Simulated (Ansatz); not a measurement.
**C₂H₆FInO₂: small, medium and large basis sets**

The task here is to estimate one member of a computed series from the others.

Program: Ansatz 0.2.0, Gaussian basis. Level of theory: one geometry, several basis sets. These are calculated values, not measurements.

Plan: PBE0-D4/def2-SVP; ωB97M-V/def2-SVP; PBE0-D4/def2-QZVPP; ωB97M-V/def2-QZVPP; the functionals' def2-TZVPP values are taken from earlier runs.

**The relaxed structure**

The geometry comes from an earlier relaxation with PBE0-D4 in a triple-zeta def2 set; it is a stationary point, not always the lowest conformer. In takes the def2 core potential; no spin-orbit term is included.

12 atoms, charge 0, spin multiplicity 1.

Atoms are counted from 1 here; the program's logs count them from 0.

Bond lengths: C1–O2 1.411 Å, C1–H7 1.096 Å, C1–H8 1.094 Å, C1–H9 1.096 Å, O2–In3 1.965 Å, In3–F4 1.943 Å, In3–O5 1.958 Å, O5–C6 1.411 Å, C6–H10 1.094 Å, C6–H11 1.097 Å, C6–H12 1.097 Å. Angles: O2–C1–H7 113.3°, O2–C1–H8 107.8°, O2–C1–H9 111.7°, H7–C1–H8 108.0°, H7–C1–H9 107.9°, H8–C1–H9 108.0°, C1–O2–In3 121.6°, O2–In3–F4 115.6°, O2–In3–O5 126.9°, F4–In3–O5 117.5°, In3–O5–C6 121.7°, O5–C6–H10 107.5°, O5–C6–H11 112.7°, O5–C6–H12 112.7°, H10–C6–H11 107.8°, H10–C6–H12 107.8°, H11–C6–H12 108.0°.

Set-up of the first run:

The input, in.yaml:

```yaml
crystal:
  periodic: [false, false, false]
  atoms:
    - {symbol: C, position_ang: [0.065717, -2.599911, 0.307271]}
    - {symbol: O, position_ang: [0.416677, -1.234635, 0.241951]}
    - {symbol: In, position_ang: [-0.850261, 0.125777, -0.396176]}
    - {symbol: F, position_ang: [-2.543108, -0.552398, -1.065419]}
    - {symbol: O, position_ang: [-0.563900, 2.061288, -0.456700]}
    - {symbol: C, position_ang: [0.634191, 2.648578, 0.001810]}
    - {symbol: H, position_ang: [-0.501514, -2.944113, -0.565014]}
    - {symbol: H, position_ang: [0.991423, -3.181596, 0.358649]}
    - {symbol: H, position_ang: [-0.525230, -2.824301, 1.203132]}
    - {symbol: H, position_ang: [0.545571, 3.729836, -0.139564]}
    - {symbol: H, position_ang: [0.816378, 2.463438, 1.067262]}
    - {symbol: H, position_ang: [1.514055, 2.308027, -0.557192]}
basis:
  gaussian: {orbitals: def2-SVP}
hamiltonian: {xc: pbe0, dispersion: d4}
output: {orbitals: {seedname: orbitals}}
```

On the command line:

```
ansatz run in.yaml --threads 4 --pin off --events-out ev --progress --plain --max-ram 11315MiB
```

Steps of the session up to this table: PBE0-D4 in def2-SVP; ωB97M-V in def2-SVP; PBE0-D4 in def2-QZVPP; ωB97M-V in def2-QZVPP.

One table of the session follows, with a row left open; its other results are not shown here.

It belongs to the step «Density functionals: the series». 

```
functional       basis  HOMO (eV)  LUMO (eV)
   PBE0-D4    def2-SVP      -7.79      -2.07
   PBE0-D4  def2-TZVPP      -7.96      -2.25
   PBE0-D4  def2-QZVPP      -7.99      -2.31
   ωB97M-V    def2-SVP     -10.18      -0.06
   ωB97M-V  def2-TZVPP          ?          ?
   ωB97M-V  def2-QZVPP     -10.40      -0.50
```

Q: Estimate the row for ωB97M-V, def2-TZVPP from the others.

The run gave: HOMO (eV): -10.37; LUMO (eV): -0.32. In the column «HOMO (eV)» it lies between ωB97M-V, def2-QZVPP (-10.40) and ωB97M-V, def2-SVP (-10.18).
